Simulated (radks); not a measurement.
# Nuclear size and the levels of Nb⁺

Aim: how the total energy, the levels and the density at the nucleus of Nb⁺ respond when the nuclear radius is scaled.

Program: radks (a radial shooting solver on a logarithmic mesh, Libxc functionals) version 1. Level of theory: Dirac Kohn-Sham, relativistic LDA (MacDonald-Vosko exchange, VWN5 correlation), spin-unpolarised, spherical densities, finite nucleus; open shells fill j = l - 1/2 first. These are calculated values, not measurements, unless marked.

### Step 1. The system

- element: niobium (Z = 41)
- charge: +1
- electrons: 40
- configuration: [Kr] 4d4
- nuclear rms radius: 4.324 fm

### Step 2. rms radius 4.324 fm

The run's settings:

```text
Z 41
configuration [Kr] 4d4 5s0 5p0
relativity Dirac
functional lda_x_rel,vwn5
spin unpolarised
j_filling energy
nucleus finite rms 4.324 fm
c 137.035999084
```

### Step 3. rms radius 3.697 fm

Input: that of step 2 with these lines changed.

```diff
@@ -6,3 +6,3 @@
 j_filling energy
-nucleus finite rms 4.324 fm
+nucleus finite rms 3.697 fm
 c 137.035999084
```

### Step 4. rms radius 4.177 fm

Input: that of step 3 with these lines changed.

```diff
@@ -6,3 +6,3 @@
 j_filling energy
-nucleus finite rms 3.697 fm
+nucleus finite rms 4.177 fm
 c 137.035999084
```

### Step 5. rms radius 4.6656 fm

Input: that of step 4 with these lines changed.

```diff
@@ -6,3 +6,3 @@
 j_filling energy
-nucleus finite rms 4.177 fm
+nucleus finite rms 4.6656 fm
 c 137.035999084
```

### Step 6. rms radius 5.0893 fm

Input: that of step 5 with these lines changed.

```diff
@@ -6,3 +6,3 @@
 j_filling energy
-nucleus finite rms 4.6656 fm
+nucleus finite rms 5.0893 fm
 c 137.035999084
```

Q: Predict the outcome of this session. Wanted: for each run, rms radius; total energy shift; density at nucleus; 1s1/2 shift; 2s1/2 shift; 3p1/2 shift; 4s1/2 shift; 5s1/2 shift.

**Answer**, as computed:

| rms radius (fm) | total energy shift (eV) | density at nucleus (e/bohr³) | 1s1/2 shift (meV) | 2s1/2 shift (meV) | 3p1/2 shift (meV) | 4s1/2 shift (meV) | 5s1/2 shift (meV) |
| --- | --- | --- | --- | --- | --- | --- | --- |
| 3.697 | -0.338 | 8.295e+04 | -142 | -15.1 | 0.196 | -0.432 | -0.0506 |
| 4.177 | -0.0835 | 8.191e+04 | -35.2 | -3.74 | 0.0485 | -0.107 | -0.0125 |
| 4.324 | 0 | 8.162e+04 | 0 | 0 | 0 | 0 | 0 |
| 4.6656 | 0.204 | 8.098e+04 | 85.9 | 9.13 | -0.118 | 0.261 | 0.0305 |
| 5.0893 | 0.476 | 8.026e+04 | 201 | 21.3 | -0.276 | 0.608 | 0.0712 |

In words: Shifts are against the first run. Over the range the 1s1/2 level moves by 0.343 eV and the 5s1/2 level by 0.122 meV. A larger nucleus binds the 1s electrons less and lowers the density at its centre. These are shifts of eigenvalues, not the field shifts of spectral lines.
